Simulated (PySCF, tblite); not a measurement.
# C6H10F3OP: geometry, infrared bands and NMR shifts

Aim: predict the infrared bands and NMR shifts of C6H10F3OP (`C=C(C)[P@@](=O)(CC)C(F)(F)F`).

The runs use tblite 0.8.0 and PySCF 2.14.0, with density-fitted response routines of our own; the level of theory stands in each step. All values are computed, except where a source is named. Atoms are numbered from 0 throughout.

## Step 1: Starting geometry

21 atoms, charge 0, multiplicity 1; geometry from: force field or distance geometry start.

Bonds of the start (Å): C0–C1 1.32, C1–C2 1.48, C1–P3 1.79, P3–O4 1.54, P3–C5 1.82, C5–C6 1.50, P3–C7 1.78, C7–F8 1.38, C7–F9 1.38, C7–F10 1.38, C0–H11 1.07, C0–H12 1.10, C2–H13 1.13, C2–H14 1.12, C2–H15 1.10, C5–H16 1.11, C5–H17 1.10, C6–H18 1.10, C6–H19 1.12, C6–H20 1.10.

## Step 2: Optimising the geometry with GFN2-xTB

What the job is given:

```
{"job": {"kind": "relax", "xc": "GFN2-xTB", "basis": "xTB"}, "charge": 0, "multiplicity": 1}
C     -2.297300    -0.101200     1.363200
C     -1.452300    -0.146900     0.353500
C     -1.857300    -0.829600    -0.898000
P      0.201200     0.547600     0.417900
O      0.517400     0.968800     1.864100
C      1.269900    -0.849300    -0.059200
C      2.712200    -0.655400     0.292300
C      0.284900     1.917000    -0.715600
F      1.475300     2.604100    -0.642300
F     -0.003700     1.472900    -1.986400
F     -0.715000     2.810600    -0.376100
H     -2.130500     0.351400     2.318200
H     -3.283800    -0.554000     1.214100
H     -2.976100    -0.959300    -0.915700
H     -1.634400    -0.201000    -1.798700
H     -1.412500    -1.830000    -0.955200
H      0.885800    -1.707000     0.526800
H      1.204900    -1.081700    -1.127600
H      3.217800    -0.229100    -0.584300
H      3.215200    -1.605000     0.609900
H      2.769300     0.094000     1.098600
```

The run is started by

```
> OMP_NUM_THREADS=1 python probes_run.py task.json out
```

This one command runs all jobs of the session in turn.

Output:

```text
step      E/eV     max force
  0   -1053.80112    6.856
  1   -1054.27737    4.682
  2   -1054.45381    1.188
  3   -1054.52009    0.892
  4   -1054.58746    0.490
  5   -1054.59997    0.444
  6   -1054.61873    0.304
  7   -1054.63199    0.268
  8   -1054.64108    0.244
  9   -1054.65001    0.231
 10   -1054.65726    0.244
 11   -1054.66452    0.179
 12   -1054.67106    0.168
 13   -1054.67614    0.165
 14   -1054.68012    0.170
 15   -1054.68410    0.129
 16   -1054.68805    0.132
 17   -1054.69137    0.127
 18   -1054.69376    0.101
 19   -1054.69559    0.104
 20   -1054.69739    0.104
 21   -1054.69926    0.100
 22   -1054.70117    0.097
 23   -1054.70332    0.108
 24   -1054.70604    0.123
 25   -1054.70936    0.137
 26   -1054.71319    0.170
 27   -1054.71765    0.188
 28   -1054.72308    0.187
 29   -1054.72974    0.184
 30   -1054.73649    0.181
 31   -1054.74148    0.153
 32   -1054.74501    0.109
 33   -1054.74679    0.168
 34   -1054.74866    0.113
 35   -1054.75015    0.093
 36   -1054.75164    0.074
 37   -1054.75289    0.080
 38   -1054.75473    0.113
 39   -1054.75642    0.094
 40   -1054.75759    0.065
 41   -1054.75832    0.056
 42   -1054.75893    0.059
 43   -1054.75966    0.069
 44   -1054.76038    0.051
 45   -1054.76094    0.048
 46   -1054.76134    0.047
 47   -1054.76172    0.050
 48   -1054.76215    0.045
 49   -1054.76260    0.041
 50   -1054.76304    0.042
 51   -1054.76355    0.052
 52   -1054.76411    0.063
 53   -1054.76459    0.044
 54   -1054.76491    0.036
 55   -1054.76516    0.033
 56   -1054.76544    0.050
 57   -1054.76580    0.056
 58   -1054.76618    0.036
 59   -1054.76639    0.030
 60   -1054.76654    0.029
 61   -1054.76674    0.034
 62   -1054.76694    0.034
 63   -1054.76711    0.026
 64   -1054.76723    0.025
 65   -1054.76735    0.028
 66   -1054.76751    0.034
 67   -1054.76767    0.036
 68   -1054.76780    0.024
 69   -1054.76789    0.024
 70   -1054.76798    0.020
 71   -1054.76805    0.021
 72   -1054.76810    0.017
 73   -1054.76815    0.018
 74   -1054.76821    0.023
 75   -1054.76828    0.022
 76   -1054.76834    0.022
 77   -1054.76839    0.014
 78   -1054.76843    0.017
 79   -1054.76846    0.015
 80   -1054.76849    0.014
 81   -1054.76852    0.011
 82   -1054.76855    0.012
 83   -1054.76859    0.017
 84   -1054.76863    0.014
 85   -1054.76867    0.013
 86   -1054.76869    0.012
 87   -1054.76871    0.012
 88   -1054.76874    0.013
 89   -1054.76877    0.013
 90   -1054.76879    0.010
 91   -1054.76882    0.010
 92   -1054.76884    0.011
 93   -1054.76886    0.012
 94   -1054.76889    0.009
```

It took 0.7 s on 1 thread of Arm Neoverse V2, shared host; peak memory 0.18 GiB.

Along the way: (not every step is listed)

```csv
step,energy from step 0 (eV),largest force (eV/Å)
0,0.0000,6.8558
1,-0.4762,4.6816
2,-0.6527,1.1881
3,-0.7190,0.8920
4,-0.7863,0.4903
5,-0.7988,0.4443
6,-0.8176,0.3041
7,-0.8309,0.2681
8,-0.8400,0.2441
16,-0.8869,0.1322
24,-0.9049,0.1226
32,-0.9439,0.1094
40,-0.9565,0.0648
48,-0.9610,0.0449
56,-0.9643,0.0499
64,-0.9661,0.0255
72,-0.9670,0.0173
80,-0.9674,0.0142
88,-0.9676,0.0132
89,-0.9676,0.0129
90,-0.9677,0.0103
91,-0.9677,0.0103
92,-0.9677,0.0112
93,-0.9677,0.0122
94,-0.9678,0.0088
```

Distances of close pairs at the start and the end, largest changes first:

```csv
bond,before (Å),after (Å),change (Å)
P3–C7,1.780,1.900,+0.120
P3–O4,1.539,1.459,-0.080
C7–F10,1.383,1.338,-0.045
C7–F8,1.376,1.334,-0.042
C2–H13,1.126,1.087,-0.039
C7–F9,1.377,1.343,-0.034
C6–H19,1.121,1.088,-0.033
C2–H14,1.121,1.089,-0.032
```

The next job starts from the end point, and lists it.

## Step 3: Harmonic vibrations with GFN2-xTB

What the job is given:

```
{"job": {"kind": "ir", "xc": "GFN2-xTB", "basis": "xTB"}, "charge": 0, "multiplicity": 1}
C     -2.395883     0.041157     1.370015
C     -1.571316    -0.179687     0.356354
C     -1.937914    -0.827370    -0.937558
P      0.150033     0.362454     0.607327
O      0.471933     0.909770     1.921272
C      1.293255    -0.935231    -0.022380
C      2.731144    -0.514634     0.251437
C      0.315088     1.732308    -0.698950
F      1.445998     2.418872    -0.525150
F      0.313532     1.310490    -1.974229
F     -0.702093     2.593616    -0.577804
H     -2.033516     0.508849     2.271009
H     -3.438157    -0.232107     1.337665
H     -3.006821    -1.023724    -0.969729
H     -1.674028    -0.189458    -1.779536
H     -1.406212    -1.771222    -1.053347
H      1.049754    -1.845617     0.533794
H      1.122674    -1.116387    -1.084341
H      3.004476     0.352510    -0.346493
H      3.416821    -1.326551     0.018627
H      2.842311    -0.251095     1.301545
```

Output:

```text
mode    cm-1     km/mol
  1      25.8      0.25
  2      39.8      0.19
  3      73.0      0.02
  4      96.0      2.52
  5     120.1      3.61
  6     133.3      0.36
  7     140.0      0.94
  8     189.5      1.52
  9     197.8      1.00
 10     221.7      5.20
 11     253.1      0.74
 12     277.2      1.95
 13     300.3      7.68
 14     353.4      7.25
 15     380.1      9.39
 16     430.8     42.75
 17     464.2     53.41
 18     473.9      5.64
 19     482.0     20.05
 20     639.3     44.77
 21     675.5      7.61
 22     693.9      9.29
 23     735.9     81.93
 24     760.4     51.84
 25     918.8     32.52
 26     943.8      7.45
 27     971.3      7.52
 28    1003.6     24.72
 29    1009.9     10.57
 30    1038.1      9.46
 31    1054.2    195.57
 32    1067.7     81.33
 33    1074.0    124.62
 34    1115.9    121.88
 35    1200.5     23.04
 36    1210.1      0.79
 37    1246.1      3.99
 38    1296.6    236.43
 39    1380.8      2.14
 40    1403.4     13.41
 41    1408.4      3.50
 42    1429.9      0.98
 43    1469.3      9.15
 44    1470.3     11.09
 45    1486.0      6.55
 46    1487.8      8.33
 47    1685.9      5.54
 48    2939.2     12.08
 49    2977.4      8.84
 50    3008.3     13.02
 51    3027.3      5.14
 52    3031.9     28.24
 53    3035.3     12.47
 54    3040.4      6.99
 55    3045.8     17.55
 56    3090.3      6.13
 57    3122.5     14.86
```

It took 0.85 s on 1 thread of Arm Neoverse V2, shared host; peak memory 0.18 GiB.

The strongest bands and the atoms that carry them (share of the mass-weighted mode):

```csv
cm⁻¹,km/mol,atoms
464,53.4,"P3 24 %, C1 17 %, F10 12 %, F8 11 %"
736,81.9,"P3 43 %, C5 23 %"
760,51.8,"H16 26 %, H17 25 %, C5 16 %"
1054,195.6,"C7 68 %, F9 14 %, F10 10 %"
1068,81.3,"C5 36 %, C6 26 %, C7 13 %"
1074,124.6,"C7 57 %, F10 10 %, F8 10 %"
1116,121.9,"C7 68 %, F8 13 %"
1297,236.4,"O4 59 %, P3 36 %"
```

## Step 4: Nuclear shieldings: PBE0/pcSseg-1

Same as in step 3 but for these lines:

```diff
@@ -1,2 +1,2 @@
-{"job": {"kind": "ir", "xc": "GFN2-xTB", "basis": "xTB"}, "charge": 0, "multiplicity": 1}
+{"job": {"kind": "nmr", "xc": "PBE0", "basis": "pcSseg-1"}, "charge": 0, "multiplicity": 1}
 C     -2.395883     0.041157     1.370015
```

Level: GIAO PBE0/pcSseg-1 NMR shielding, non-relativistic, gas phase.

Output:

```text
coarse grid: 18688 points
cycle   1  E = -949.5278941061  dE =  1.790e+00  |g| = 1.278e+00  |ddm| = 4.169e+00
cycle   2  E = -948.4887536846  dE =  1.039e+00  |g| = 2.643e+00  |ddm| = 3.830e+00
cycle   3  E = -949.8061875351  dE = -1.317e+00  |g| = 3.617e-01  |ddm| = 3.204e+00
cycle   4  E = -949.8292317712  dE = -2.304e-02  |g| = 1.555e-01  |ddm| = 4.541e-01
cycle   5  E = -949.8333800706  dE = -4.148e-03  |g| = 3.296e-02  |ddm| = 1.198e-01
cycle   6  E = -949.8336044259  dE = -2.244e-04  |g| = 1.112e-02  |ddm| = 2.992e-02
cycle   7  E = -949.8336319517  dE = -2.753e-05  |g| = 4.005e-03  |ddm| = 1.296e-02
cycle   8  E = -949.8336355032  dE = -3.551e-06  |g| = 6.945e-04  |ddm| = 4.236e-03
final grid: 178920 points
cycle   9  E = -949.9284116349  dE = -5.698e-05  |g| = 1.242e-02  |ddm| = 3.395e-02
cycle  10  E = -949.9283688837  dE =  4.275e-05  |g| = 1.941e-02  |ddm| = 2.647e-02
cycle  11  E = -949.9284430265  dE = -7.414e-05  |g| = 3.389e-03  |ddm| = 1.865e-02
cycle  12  E = -949.9284453194  dE = -2.293e-06  |g| = 2.703e-04  |ddm| = 3.151e-03
cycle  13  E = -949.9284453256  dE = -6.279e-09  |g| = 1.935e-04  |ddm| = 3.468e-04
cycle  14  E = -949.9284453332  dE = -7.549e-09  |g| = 4.233e-05  |ddm| = 1.706e-04
cycle  15  E = -949.9284453336  dE = -3.988e-10  |g| = 1.496e-05  |ddm| = 4.775e-05
converged SCF energy = -949.9284453336

GIAO shielding tensors (ppm)
atom      isotropic    diamagn.    paramagn.     s11        s22        s33       span
  0 C       45.759     251.249    -205.490    -74.842     47.961    164.159    239.001
  1 C       41.665     271.259    -229.594    -67.710     43.265    149.440    217.150
  2 C      166.459     247.015     -80.556    155.815    157.857    185.705     29.890
  3 P      305.382     967.692    -662.310    215.676    235.304    465.165    249.488
  4 O      267.660     395.333    -127.674    169.508    281.592    351.878    182.371
  5 C      162.644     258.806     -96.161    154.819    157.621    175.493     20.674
  6 C      179.552     245.737     -66.185    173.055    178.531    187.068     14.013
  7 C       54.169     253.894    -199.725     51.098     54.612     56.798      5.699
  8 F      253.800     473.213    -219.413    169.264    258.221    333.915    164.651
  9 F      255.628     477.371    -221.742    171.646    259.750    335.488    163.842
 10 F      257.147     474.741    -217.593    175.289    259.657    336.496    161.207
 11 H       24.979      31.639      -6.661     21.131     23.086     30.720      9.588
 12 H       25.204      29.931      -4.727     21.603     24.896     29.112      7.509
 13 H       29.601      29.538       0.064     25.307     27.623     35.873     10.567
 14 H       29.572      30.607      -1.035     24.359     30.529     33.829      9.470
 15 H       29.947      30.753      -0.806     25.299     29.661     34.882      9.583
 16 H       30.093      33.321      -3.228     24.993     29.636     35.652     10.659
 17 H       29.675      34.326      -4.651     25.834     29.136     34.055      8.220
 18 H       30.356      29.449       0.907     24.714     30.349     36.004     11.290
 19 H       30.367      27.317       3.050     25.097     27.402     38.601     13.504
 20 H       29.767      28.907       0.860     24.561     29.161     35.578     11.017
```

It took 49 s on 1 thread of Arm Neoverse V2, shared host; peak memory 1.1 GiB.

The references, computed at this level on geometries of the same kind, shield at (ppm): 1H TMS 31.72, 13C TMS 186.9, 19F CFCl3 170.9, 17O H2O 336.1, 31P H3PO4 318.4. Their shielding less the atom's gives the shift. The references are single molecules in the gas phase, so shifts against H2O, NH3, PH3, H3PO4 or CFCl3 are not on the usual liquid scales and can be off by tens of ppm. Atoms listed in one row are averaged.

```csv
atoms,environment,σ (ppm),δ (ppm),δ scaled to CDCl3
C1,fully substituted alkene carbon,41.7,145.3,139.9
C0,terminal =CH2 carbon,45.8,141.2,135.9
C7,CF3 carbon,54.2,132.8,127.7
C5,sp3 CH2 bonded to P,162.6,24.3,21.8
C2,allylic methyl carbon,166.5,20.5,18.1
C6,methyl carbon,179.6,7.4,5.3
H11,hydrogen on a terminal =CH2 carbon,24.98,6.74,6.46
H12,hydrogen on a terminal =CH2 carbon,25.20,6.51,6.25
H17,hydrogen on an sp3 CH2 bonded to P,29.68,2.04,2.03
"H13, H14, H15",hydrogen on an allylic methyl carbon,29.71,2.01,2.00
H16,hydrogen on an sp3 CH2 bonded to P,30.09,1.62,1.64
"H18, H19, H20",hydrogen on a methyl carbon,30.16,1.55,1.57
P3,"phosphorus bonded to 3 C, O",305.4,13.0,–
O4,P=O oxygen,267.7,68.4,–
"F8, F9, F10",fluorine of a CF3 group,255.5,-84.6,–
```

The scaled column applies a straight-line fit of computed shieldings to shifts measured in CDCl3, and one for carbons that bear F (root-mean-square error 0.16 ppm for H, 1.9 ppm for C).

Charges from the same density, by scheme (e):

```csv
atoms,Mulliken,IAO,Hirshfeld,ESP fit
C0,-0.01,-0.28,-0.07,-0.42
C1,-0.68,-0.25,-0.05,0.02
C2,-0.14,-0.43,-0.12,-0.38
P3,0.92,1.47,0.41,0.57
O4,-0.58,-0.90,-0.37,-0.57
C5,-0.49,-0.51,-0.11,0.04
C6,-0.27,-0.42,-0.12,-0.38
C7,0.63,0.56,0.21,0.47
"F8, F9, F10",-0.26,-0.28,-0.09,-0.18
```

Mayer bond orders: C0–C1 1.98, C1–C2 1.01, C1–P3 0.85, P3–O4 1.87, P3–C5 0.93, C5–C6 1.04, P3–C7 0.77, C7–F8 0.99, C7–F9 0.95, C7–F10 0.98.

## Step 5: Summary of results

| quantity | value |
| --- | --- |
| strongest single infrared mode (GFN2-xTB) | 1297 cm⁻¹, 236 km/mol |
| zero-point energy (GFN2-xTB) | 95.6 kcal/mol |
| 13C shifts against TMS (PBE0/pcSseg-1) | 145.3, 141.2, 132.8, 24.3, 20.5, 7.4 ppm |
| 1H shifts against TMS (PBE0/pcSseg-1, means over atoms taken as alike) | 6.74, 6.51, 2.04, 2.01, 1.62, 1.55 ppm |
| 31P shifts against H3PO4 (PBE0/pcSseg-1) | 13.0 ppm |
| 17O shifts against H2O (PBE0/pcSseg-1) | 68.4 ppm |
| 19F shifts against CFCl3 (PBE0/pcSseg-1, means over atoms taken as alike) | -84.6 ppm |

In words: Relaxing lowered the energy by 0.968 eV in 94 steps; the close pair that moved most is P3–C7, from 1.780 to 1.900 Å. No mode is imaginary among the 57: a minimum at this level. The strongest single mode, at 1297 cm⁻¹, moves mainly O4 and P3. Unscaled tight-binding wavenumbers are off by several per cent, some by more. Its intensities can rank the bands wrongly. The most deshielded carbon is C1 (fully substituted alkene carbon), at 145.3 ppm: an sp2 carbon of a C=C bond.
